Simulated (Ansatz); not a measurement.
**C₄H₁₀Cd: how energies converge with the basis set**

The task here is to estimate one member of a computed series from the others.

Computed with Ansatz 0.2.0, Gaussian basis. Level: one geometry, several basis sets.

The runs, in order: PBE0-D4/def2-SVP; ωB97M-V/def2-SVP; PBE0-D4/def2-QZVPP; ωB97M-V/def2-QZVPP; the functionals' def2-TZVPP values are taken from earlier runs.

## Structure used throughout

All runs share one geometry, relaxed beforehand with PBE0-D4 in a triple-zeta def2 set. Cd takes the def2 core potential; no spin-orbit term is included.

SMILES `C[CH2][Cd][CH2]C`, 15 atoms, charge 0, spin multiplicity 1.

Atoms are counted from 1 here; the program's logs count them from 0.

Bond lengths: C1–C2 1.525 Å, C1–H6 1.094 Å, C1–H7 1.094 Å, C1–H8 1.097 Å, C2–Cd3 2.133 Å, C2–H9 1.095 Å, C2–H10 1.095 Å, Cd3–C4 2.133 Å, C4–C5 1.525 Å, C4–H11 1.095 Å, C4–H12 1.095 Å, C5–H13 1.094 Å, C5–H14 1.094 Å, C5–H15 1.096 Å. Angles: C2–C1–H6 112.0°, C2–C1–H7 112.0°, C2–C1–H8 111.9°, H6–C1–H7 106.9°, H6–C1–H8 106.8°, H7–C1–H8 106.8°, C1–C2–Cd3 115.2°, C1–C2–H9 110.3°, C1–C2–H10 110.3°, Cd3–C2–H9 107.3°, Cd3–C2–H10 107.4°, H9–C2–H10 105.9°, C2–Cd3–C4 179.9°, Cd3–C4–C5 115.2°, Cd3–C4–H11 107.3°, Cd3–C4–H12 107.4°, C5–C4–H11 110.3°, C5–C4–H12 110.3° and more.

Set-up of the first run:

File in.yaml:

```yaml
crystal:
  periodic: [false, false, false]
  atoms:
    - {symbol: C, position_ang: [-0.919491, 1.628532, 2.290941]}
    - {symbol: C, position_ang: [0.415839, 0.985195, 1.930599]}
    - {symbol: Cd, position_ang: [0.359785, -0.350198, 0.268878]}
    - {symbol: C, position_ang: [0.305728, -1.687382, -1.391467]}
    - {symbol: C, position_ang: [0.273693, -1.018315, -2.761922]}
    - {symbol: H, position_ang: [-1.325890, 2.220363, 1.465999]}
    - {symbol: H, position_ang: [-1.677160, 0.883779, 2.550269]}
    - {symbol: H, position_ang: [-0.829538, 2.302645, 3.151054]}
    - {symbol: H, position_ang: [0.810617, 0.425843, 2.784830]}
    - {symbol: H, position_ang: [1.160252, 1.755726, 1.706002]}
    - {symbol: H, position_ang: [1.178141, -2.343595, -1.309582]}
    - {symbol: H, position_ang: [-0.568994, -2.332999, -1.263541]}
    - {symbol: H, position_ang: [-0.604239, -0.378118, -2.885760]}
    - {symbol: H, position_ang: [1.151677, -0.388876, -2.931979]}
    - {symbol: H, position_ang: [0.247779, -1.753398, -3.575121]}
basis:
  gaussian: {orbitals: def2-SVP}
hamiltonian: {xc: pbe0, dispersion: d4}
output: {orbitals: {seedname: orbitals}}
```

The run is started by

```sh
> ansatz run in.yaml --threads 2 --pin off --events-out ev --progress --plain --max-ram 32768MiB --backend cpu
```

Among the steps run: PBE0-D4 in def2-SVP; ωB97M-V in def2-SVP; PBE0-D4 in def2-QZVPP; ωB97M-V in def2-QZVPP.

One of the session's tables, all rows but one given; the rest of the session is left out.

It belongs to the step «Functionals by basis». 

```
functional       basis  HOMO (eV)  LUMO (eV)
   PBE0-D4    def2-SVP      -6.19      -0.10
   PBE0-D4  def2-TZVPP      -6.22      -0.16
   PBE0-D4  def2-QZVPP      -6.23      -0.30
   ωB97M-V    def2-SVP          ?          ?
   ωB97M-V  def2-TZVPP      -8.33       1.12
   ωB97M-V  def2-QZVPP      -8.33       0.72
```

Q: Estimate the row for ωB97M-V, def2-SVP from the others.

The run gave: HOMO (eV): -8.29; LUMO (eV): 1.19. In the column «HOMO (eV)» it lies between ωB97M-V, def2-QZVPP (-8.33) and PBE0-D4, def2-QZVPP (-6.23).
